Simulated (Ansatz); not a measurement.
# BCCD/pcseg-0 (density fitting with def2-universal-jkfit, def2-TZVP-rifit for correlation, start density atoms) run of C3H11AlO (SMILES C[Al-](C)(C)[OH2+])

Aim: the energy difference between two shapes of C3H11AlO at BCCD/pcseg-0 (density fitting with def2-universal-jkfit, def2-TZVP-rifit for correlation, start density atoms), from 2 runs. 

Program for the calculation: Ansatz 0.2.0.

8 further runs of the same task are left out: 1 for a known fault of the program, 2 that didn't finish, 5 set aside as unsound or not needed. Runs told in other sessions of the task aren't counted.

## 1. The structure to begin with

C3H11AlO has 16 atoms, charge 0, and is taken as a singlet. SMILES: `C[Al-](C)(C)[OH2+]`. The shape is that of a PBE0-D4/def2-TZVP optimisation. This is one conformer, not always the lowest.

Bond lengths: C1–Al2 1.979 Å, Al2–C3 1.979 Å, Al2–C4 1.966 Å, Al2–O5 2.056 Å, C1–H6 1.097 Å, C1–H7 1.096 Å, C1–H8 1.097 Å, C3–H9 1.097 Å, C3–H10 1.097 Å, C3–H11 1.096 Å, C4–H12 1.095 Å, C4–H13 1.096 Å, C4–H14 1.095 Å, O5–H15 0.964 Å, O5–H16 0.964 Å. Some angles: C1–Al2–C3 117.8°, C1–Al2–C4 117.9°, C1–Al2–O5 96.3°, C3–Al2–C4 118.0°, C3–Al2–O5 96.3°, C4–Al2–O5 102.6°, Al2–C1–H6 113.5°, Al2–C1–H7 110.5°, Al2–C1–H8 113.0°, Al2–C3–H9 113.0°.

## 2. Energy and forces at BCCD/pcseg-0 (density fitting with def2-universal-jkfit, def2-TZVP-rifit for correlation, start density atoms)

The input, run.yaml:

```yaml
crystal:
  periodic: [false, false, false]
  atoms:
    - {symbol: C, position_ang: [-0.637980, 0.723110, -1.712710]}
    - {symbol: Al, position_ang: [0.085580, -0.140530, -0.085580]}
    - {symbol: C, position_ang: [1.698930, 0.654370, 0.740480]}
    - {symbol: C, position_ang: [-0.210750, -2.071140, 0.142530]}
    - {symbol: O, position_ang: [-1.268240, 0.678630, 1.227590]}
    - {symbol: H, position_ang: [-0.585750, 1.818080, -1.686750]}
    - {symbol: H, position_ang: [-0.069050, 0.414640, -2.597260]}
    - {symbol: H, position_ang: [-1.679210, 0.445600, -1.917720]}
    - {symbol: H, position_ang: [1.843550, 0.343900, 1.782560]}
    - {symbol: H, position_ang: [1.707300, 1.750610, 0.717030]}
    - {symbol: H, position_ang: [2.601530, 0.334090, 0.207600]}
    - {symbol: H, position_ang: [-0.016600, -2.405220, 1.167190]}
    - {symbol: H, position_ang: [0.454110, -2.651670, -0.507280]}
    - {symbol: H, position_ang: [-1.233710, -2.369370, -0.110180]}
    - {symbol: H, position_ang: [-0.808840, 1.221910, 1.877580]}
    - {symbol: H, position_ang: [-1.880870, 1.252980, 0.754900]}
basis:
  gaussian:
    orbitals: pcseg-0.json
    fitting: {mean_field: def2-universal-jkfit, correlation: def2-TZVP-rifit.json}
hamiltonian: {pseudopotentials: {relativity: none}}
correlation: {method: bccd, electrons: all}
output: {forces: true, orbitals: {seedname: orbitals}}
```

The basis set pcseg-0 is read from a file made from the Basis Set Exchange's data (not shown).

Started as:

```
$ ansatz run run.yaml --threads 1 --pin off --max-ram 3480MiB --events-out events.jsonl --progress --plain --runs-dir runs
```

The log of the run, cut to the lines that bear on the results:

```text
Warning: RAYON_NUM_THREADS=1 ignored (pool sized by the plan → 1); use --threads N
Functional definition: HF
  name "HF"
[...]
628 factors; integrals over basis functions are off by at most 1.9e-2 eV
582 factors; integrals over basis functions are off by at most 5.4e-2 eV
[...]
mean field -11863.44242022 eV, -435.9734676129 hartree, gradient 1.8e-6 eV, S^2 0.000000; 0 other end points of the search recorded, 0 dependent functions left out
reference -11863.44242022 eV, -435.9734676129 hartree; 25, 25 occupied and 46, 46 virtual orbitals, 582 factors
second order -12.70679898 eV of doubles, -0.00000000 eV of singles
cycle   1  -13.55441870 eV  change   -8.5e-1 eV  update   8.4e-2
[...]
cycle   8  -14.09920930 eV  change    7.9e-6 eV  update   1.2e-5
[...]
Total energy: -11877.54162952 eV, -436.4916039979 hartree
Atom 0 at    -0.637980     0.723110    -1.712710 Å, force    -0.102529     0.180284    -0.312456 eV/Å
Atom 1 at     0.085580    -0.140530    -0.085580 Å, force    -0.440696    -0.101755     0.415999 eV/Å
Atom 2 at     1.698930     0.654370     0.740480 Å, force     0.311027     0.168220     0.123503 eV/Å
Atom 3 at    -0.210750    -2.071140     0.142530 Å, force     0.048710    -0.425914    -0.058395 eV/Å
Atom 4 at    -1.268240     0.678630     1.227590 Å, force     0.643005    -1.218994    -0.644589 eV/Å
Atom 5 at    -0.585750     1.818080    -1.686750 Å, force     0.038473     0.456793     0.037019 eV/Å
Atom 6 at    -0.069050     0.414640    -2.597260 Å, force     0.247699    -0.127498    -0.349822 eV/Å
Atom 7 at    -1.679210     0.445600    -1.917720 Å, force    -0.419641    -0.133024    -0.042360 eV/Å
Atom 8 at     1.843550     0.343900     1.782560 Å, force     0.017631    -0.145094     0.417328 eV/Å
Atom 9 at     1.707300     1.750610     0.717030 Å, force    -0.021823     0.458412    -0.027675 eV/Å
Atom 10 at     2.601530     0.334090     0.207600 Å, force     0.358019    -0.131759    -0.234106 eV/Å
Atom 11 at    -0.016600    -2.405220     1.167190 Å, force     0.074860    -0.090981     0.429525 eV/Å
Atom 12 at     0.454110    -2.651670    -0.507280 Å, force     0.273976    -0.261776    -0.268336 eV/Å
Atom 13 at    -1.233710    -2.369370    -0.110180 Å, force    -0.427540    -0.075937    -0.097887 eV/Å
Atom 14 at    -0.808840     1.221910     1.877580 Å, force     0.871019     0.690613     1.534127 eV/Å
Atom 15 at    -1.880870     1.252980     0.754900 Å, force    -1.472189     0.758410    -0.921876 eV/Å
Dipole moment:    -0.466170     0.681785     0.463224 e Å
```

Wall time 26 s (1 thread of Arm Neoverse V2, shared host); peak memory 0.46 GiB.

## 3. The distorted shape, same level

The input, run.yaml:

```yaml
crystal:
  periodic: [false, false, false]
  atoms:
    - {symbol: C, position_ang: [-0.581114, 0.649406, -1.681887]}
    - {symbol: Al, position_ang: [-0.004896, -0.278462, 0.009453]}
    - {symbol: C, position_ang: [1.695064, 0.819169, 0.843611]}
    - {symbol: C, position_ang: [-0.181406, -1.936983, 0.190514]}
    - {symbol: O, position_ang: [-1.248495, 0.667194, 0.898526]}
    - {symbol: H, position_ang: [-0.675834, 1.803533, -1.688901]}
    - {symbol: H, position_ang: [-0.066153, 0.460503, -2.576709]}
    - {symbol: H, position_ang: [-1.715068, 0.582063, -2.005217]}
    - {symbol: H, position_ang: [1.895249, 0.433031, 1.568165]}
    - {symbol: H, position_ang: [1.668985, 1.850809, 0.670113]}
    - {symbol: H, position_ang: [2.561248, 0.375369, 0.110891]}
    - {symbol: H, position_ang: [-0.037977, -2.480725, 1.180155]}
    - {symbol: H, position_ang: [0.422593, -2.631179, -0.265421]}
    - {symbol: H, position_ang: [-1.345487, -1.874927, -0.120244]}
    - {symbol: H, position_ang: [-0.813983, 0.987293, 1.785972]}
    - {symbol: H, position_ang: [-1.833801, 1.468417, 0.703267]}
basis:
  gaussian:
    orbitals: pcseg-0.json
    fitting: {mean_field: def2-universal-jkfit, correlation: def2-TZVP-rifit.json}
hamiltonian: {pseudopotentials: {relativity: none}}
correlation: {method: bccd, electrons: all}
output: {forces: true, orbitals: {seedname: orbitals}}
```

The basis set pcseg-0 is read from a file made from the Basis Set Exchange's data (not shown).

Started as:

```
$ ansatz run run.yaml --threads 1 --pin off --max-ram 3480MiB --events-out events.jsonl --progress --plain --runs-dir runs
```

The log of the run, cut to the lines that bear on the results:

```text
Warning: RAYON_NUM_THREADS=1 ignored (pool sized by the plan → 1); use --threads N
Functional definition: HF
  name "HF"
[...]
628 factors; integrals over basis functions are off by at most 3.0e-2 eV
582 factors; integrals over basis functions are off by at most 5.4e-2 eV
[...]
mean field -11857.98925403 eV, -435.7730674520 hartree, gradient 1.5e-6 eV, S^2 0.000000; 0 other end points of the search recorded, 0 dependent functions left out
reference -11857.98925403 eV, -435.7730674520 hartree; 25, 25 occupied and 46, 46 virtual orbitals, 582 factors
second order -12.85049525 eV of doubles, -0.00000000 eV of singles
cycle   1  -13.69453233 eV  change   -8.4e-1 eV  update   8.8e-2
[...]
cycle  10  -14.27247654 eV  change    2.7e-6 eV  update   4.8e-6
[...]
Total energy: -11872.26173058 eV, -436.2975712908 hartree
Atom 0 at    -0.581114     0.649406    -1.681887 Å, force    -3.409110     2.117130    -0.305376 eV/Å
[...]
Atom 6 at    -0.066153     0.460503    -2.576709 Å, force     1.259421    -0.675439    -1.807942 eV/Å
Atom 7 at    -1.715068     0.582063    -2.005217 Å, force     1.169329    -1.105166     0.559580 eV/Å
Atom 8 at     1.895249     0.433031     1.568165 Å, force     4.606221    -7.400850    17.289426 eV/Å
Atom 9 at     1.668985     1.850809     0.670113 Å, force     0.016417     2.031042     0.370846 eV/Å
Atom 10 at     2.561248     0.375369     0.110891 Å, force    -1.522675     1.045153     1.003784 eV/Å
Atom 11 at    -0.037977    -2.480725     1.180155 Å, force    -1.002941     1.059984     0.039999 eV/Å
Atom 12 at     0.422593    -2.631179    -0.265421 Å, force     1.213119    -1.852131    -2.985505 eV/Å
Atom 13 at    -1.345487    -1.874927    -0.120244 Å, force     1.945568    -1.683567     0.413286 eV/Å
Atom 14 at    -0.813983     0.987293     1.785972 Å, force    -0.342860    -0.855475    -0.690291 eV/Å
Atom 15 at    -1.833801     1.468417     0.703267 Å, force    -0.009294    -0.890540    -1.072181 eV/Å
Dipole moment:    -0.717224     0.359716     0.696189 e Å
```

Wall time 28 s (1 thread of Arm Neoverse V2, shared host); peak memory 0.46 GiB.

## 4. Outcome

Level: BCCD/pcseg-0 (density fitting with def2-universal-jkfit, def2-TZVP-rifit for correlation, start density atoms).

| quantity | value |
| --- | --- |
| first shape: total energy | -436.49160 Eh |
| first shape: dipole moment (correlated density) | 4.55 D |
| first shape: HOMO energy (Hartree–Fock orbitals) | -10.06 eV |
| first shape: LUMO energy (Hartree–Fock orbitals) | 3.42 eV |
| first shape: HOMO–LUMO gap (Hartree–Fock orbitals) | 13.47 eV |
| first shape: correlation energy | -518.1 mEh |
| first shape: largest force on an atom | 1.895 eV/Å |
| distorted shape: total energy | -436.29757 Eh |
| distorted shape: dipole moment (correlated density) | 5.10 D |
| distorted shape: HOMO energy (Hartree–Fock orbitals) | -8.91 eV |
| distorted shape: LUMO energy (Hartree–Fock orbitals) | 2.94 eV |
| distorted shape: HOMO–LUMO gap (Hartree–Fock orbitals) | 11.85 eV |
| distorted shape: correlation energy | -524.5 mEh |
| distorted shape: largest force on an atom | 19.406 eV/Å |
| energy change with the atoms displaced | 5.280 eV |

What this shows: With the atoms displaced the energy rises by 5.28 eV (509 kJ/mol). The first shape isn't relaxed at this level, so the change isn't measured from a minimum. The largest force (first shape) is 1.90 eV/Å: the shape isn't a stationary point for this species at this level. Mulliken charges (first shape) run from -1.21 on C3 to +1.77 on Al2.
